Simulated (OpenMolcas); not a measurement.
**Ru³⁺ among point charges: CASSCF and CASPT2 levels and susceptibility**

How does a field of 3 point charges split the states of Ru³⁺, and what χT follows?

The numbers are computed with OpenMolcas 26.06 (state-averaged CASSCF and CASPT2, spin-orbit coupling by RASSI with atomic mean-field integrals), except any that are marked as measured or tabulated.

## 1. The system

* Species: Ru³⁺ (ruthenium, Z = 44, 41 electrons)
* Basis: ANO-RCC-VDZP [6s5p3d1f], 43 functions
* Scalar Hamiltonian: DKH2, point nucleus
* Inactive shells: 1s 2s 2p 3s 3p 3d 4s 4p
* Active space: 5 electrons in 5 orbitals (4d)
* Some configurations of this space: 4d5
* Orbitals: optimised for each spin and parity, averaged over all roots

The outer shells:

4d5
```
4d [↑ ][↑ ][↑ ][↑ ][↑ ]
```

The ion sits among 3 point charges of -1.5 e arranged as a planar triangle (D3h), 2.13 Å from the ion.

Each step is its own input file, run in one work folder so that later steps find the files of earlier ones. Labels, J, g values, rates, χT and fits are worked out afterwards by a script from the matrices that RASSI stores.

## 2. GATEWAY and SEWARD: basis and integrals

Contents of a.inp:

```
&GATEWAY
Coord
1

Ru 0.0 0.0 0.0
Basis=ANO-RCC-VDZP
Group=NoSym
NoMove
AngMom=0.0 0.0 0.0
AMFI
XField
3 Angstrom 0
2.130000 0.000000 0.000000 -1.500000
-1.065000 1.844634 0.000000 -1.500000
-1.065000 -1.844634 0.000000 -1.500000
&SEWARD
```

Run with:

```sh
$ OMP_NUM_THREADS=1 MOLCAS_MEM=1689 MOLCAS_PROJECT=a pymolcas a.inp > a.log
```

## 3. Reference wave functions, sextets, 1 root

Contents of a.inp:

```
&RASSCF
FileOrb=start.orb
Symmetry=1
Spin=6
nActEl=5 0 0
Inactive=18
Ras2=5
CIRoot=1 1 1
SDav=1
CIMx=300
Iter=120 100
PrWF=0.3
OrbListing=Nothing
MaxOrb=0
>>> COPY $Project.JobIph JOB001
```

start.orb holds the contracted functions of the basis, ordered by shell, or the orbitals of the step before.

## 4. CASSCF: quartets, 24 roots

Contents of a.inp:

```
&RASSCF
FileOrb=start.orb
Symmetry=1
Spin=4
nActEl=5 0 0
Inactive=18
Ras2=5
CIRoot=24 24 1
SDav=24
CIMx=300
Iter=120 100
PrWF=0.3
OrbListing=Nothing
MaxOrb=0
>>> COPY $Project.JobIph JOB002
```

## 5. Reference wave functions, doublets, 75 roots

Contents of a.inp:

```
&RASSCF
FileOrb=start.orb
Symmetry=1
Spin=2
nActEl=5 0 0
Inactive=18
Ras2=5
CIRoot=75 75 1
SDav=75
CIMx=300
Iter=120 100
PrWF=0.3
OrbListing=Nothing
MaxOrb=0
>>> COPY $Project.JobIph JOB003
```

## 6. RASSI: spin-orbit coupling between the states

Contents of a.inp:

```
&RASSI
NrOfJobIphs=3 1 24 75
1
1 2 3 4 5 6 7 8 9 10 11 12 13 14 15 16 17 18 19 20 21 22 23 24
1 2 3 4 5 6 7 8 9 10 11 12 13 14 15 16 17 18 19 20 21 22 23 24 25 26 27
28 29 30 31 32 33 34 35 36 37 38 39 40 41 42 43 44 45 46 47 48 49 50 51
52 53 54 55 56 57 58 59 60 61 62 63 64 65 66 67 68 69 70 71 72 73 74 75
IphNames
JOB001
JOB002
JOB003
EJob
SpinOrbit
DIPRint=1.0
SOCoupling=1000.0
Subsets=2
Property=9
'ANGMOM' 1 'ANGMOM' 2 'ANGMOM' 3 'MLTPL  1' 1 'MLTPL  1' 2 'MLTPL  1' 3
'AMFI' 1 'AMFI' 2 'AMFI' 3
SOProperty=3
'ANGMOM' 1 'ANGMOM' 2 'ANGMOM' 3
```

## 7. CASPT2: IPEA 0.25, imaginary shift 0.1 (closed shells correlated: 4s 4p)

Contents of a.inp:

```
>>> COPY JOB001 $Project.JobIph
&CASPT2
Multistate=1 1
Frozen=14
IPEA=0.25
Imaginary=0.1
MaxIter=60
WThr=0.0 0.3 0.05
PrWF=0.5
NoMix
>>> COPY JOB002 $Project.JobIph
&CASPT2
Multistate=24 1 2 3 4 5 6 7 8 9 10 11 12 13 14 15 16 17 18 19 20 21 22
23 24
NoMult
Frozen=14
IPEA=0.25
Imaginary=0.1
MaxIter=60
WThr=0.0 0.3 0.05
PrWF=0.5
NoMix
>>> COPY JOB003 $Project.JobIph
&CASPT2
Multistate=75 1 2 3 4 5 6 7 8 9 10 11 12 13 14 15 16 17 18 19 20 21 22
23 24 25 26 27 28 29 30 31 32 33 34 35 36 37 38 39 40 41 42 43 44 45 46
47 48 49 50 51 52 53 54 55 56 57 58 59 60 61 62 63 64 65 66 67 68 69 70
71 72 73 74 75
NoMult
Frozen=14
IPEA=0.25
Imaginary=0.1
MaxIter=60
WThr=0.0 0.3 0.05
PrWF=0.5
NoMix
```

(Steps that only read results are left out.)

What does the calculation give? Wanted: spin-free ground state; lowest level; next level.

**Answer**, as computed:

| quantity | value |
| --- | --- |
| method | SS-CASPT2, IPEA 0.25, imaginary shift 0.1 (closed shells correlated: 4s 4p) |
| spin-free ground state | 6A1, 1-fold in its orbital part |
| lowest level | 2-fold E1/2, g = 2.00, 5.99, 5.99 |
| next level | 5.8 cm⁻¹ |
| χT at 300 K | 4.37 cm³ K/mol |
| effective moment at 300 K | 5.91 μB |

Cost by method:

```tsv
method	time of its own steps	time with the reference
A. CASSCF	23 s	23 s
B. SS-CASPT2, IPEA 0.25, imaginary shift 0.1, +4s 4p	8.6 s	32 s
```

Times are of one thread on a shared host.

In words: The spin-free ground state (6A1) comes to 100 % from free-ion S terms and keeps the highest spin of the shell. χT at 300 K is 4.37, against 4.39 cm³ K/mol for the spin alone, as a half-filled shell (L = 0) has no orbital moment. An active space of the d shell alone favours high spin; real ions in strong fields can be low spin. CASPT2 does not keep the components of a term degenerate, and the means are used. The field of point charges can differ much from that of real complexes. With metal d orbitals alone active, the gaps between spin states are rough; where two lie within a few thousand cm-1, their order is open. Point charges carry no covalency, so the field is a model and not that of real ligands.
